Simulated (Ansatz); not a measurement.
Consider cell relaxations under several functionals of Cu, space group I4/mmm (Ansatz's Python interface).

The script, `run_lattice.py`:
```python
"""How the lattice of Cu depends on the functional."""

import ansatz as az
import numpy as np

def edges_and_angles(cell):
    cell = np.asarray(cell)
    a, b, c = np.linalg.norm(cell, axis=1)
    cosines = cell[1] @ cell[2] / (b * c), cell[0] @ cell[2] / (a * c), cell[0] @ cell[1] / (a * b)
    return (a, b, c, *np.degrees(np.arccos(cosines)))


def main() -> None:
    lattice = az.Lattice.of(
        [-1.442793, 1.442793, 1.376081],
        [1.442793, -1.442793, 1.376081],
        [1.442793, 1.442793, -1.376081],
    )
    sites = [
        ("Cu", [0.0, 0.0, 0.0]),
    ]
    crystal = az.Crystal(lattice=lattice)
    for symbol, position in sites:
        crystal = crystal.atom(symbol, position)

    model = (
        crystal.calculation()
        .kpoints(mesh=(15, 15, 15))
        .occupations("Fermi-Dirac", width=0.05)
        .relax(cell=True, force_tolerance=0.01, max_steps=60)
    )

    levels = [("pbesol", "none"), ("lda", "none"), ("blyp", "d3bj")]
    print("level            a       b       c    alpha   beta  gamma  V/atom  steps")
    for name, dispersion in levels:
        seen = []
        run = model.functional(name, dispersion=dispersion).session().plan()
        out = run.execute(on_event=lambda e: seen.append(e) if e["event"] == "relax_step" else None)
        cell = out.lattice.cell_ang
        label = name if dispersion == "none" else f"{name}+{dispersion}"
        print("{:13s} {:7.4f} {:7.4f} {:7.4f} {:6.2f} {:6.2f} {:6.2f}".format(label, *edges_and_angles(cell)), f"{abs(np.linalg.det(cell)) / len(out.lattice.sites):7.3f} {len(seen):5d}")


if __name__ == "__main__":
    main()
```

Rank the levels of theory by the volume of the relaxed cell.

From smallest to largest: LDA (10.93 Å³ an atom, -4.6 % against the start), BLYP+D3BJ (11.18 Å³ an atom, -2.4 % against the start) and PBEsol (11.36 Å³ an atom, -0.9 % against the start). The spread is 3.9 % in volume.

The run itself:

Running `python run_lattice.py` prints:
```text
level            a       b       c    alpha   beta  gamma  V/atom  steps
DeckWarning: basis.ecutwfc = 420 eV, auto-derived from the records' recommended cutoffs: set by Cu (normal level)
pbesol         2.4540  2.4540  2.4540 108.18 108.18 112.09  11.359     5
lda            2.4229  2.4229  2.4229 108.15 108.15 112.14  10.932     5
blyp+d3bj      2.4424  2.4424  2.4424 107.62 107.62 113.25  11.179     7
```
(Warnings from the package without file and line.)

What to keep in mind:
- BLYP and dispersion corrections can be off by several per cent in the lattices of metals, and by several GPa in the pressure at a fixed cell.
- For a metal this k-point mesh is coarse: on a finer one energies can move by several to tens of meV an atom and pressures by half a GPa or more, differences at one mesh by less.
- Edges and angles are those of the cell as typed, here a primitive one, not of the conventional cell.
- This isn't the structure that Cu takes at ambient conditions.
- The whole script took 51 s on 1 thread of Arm Neoverse V1, with other jobs on the host, peak memory 0.43 GiB.
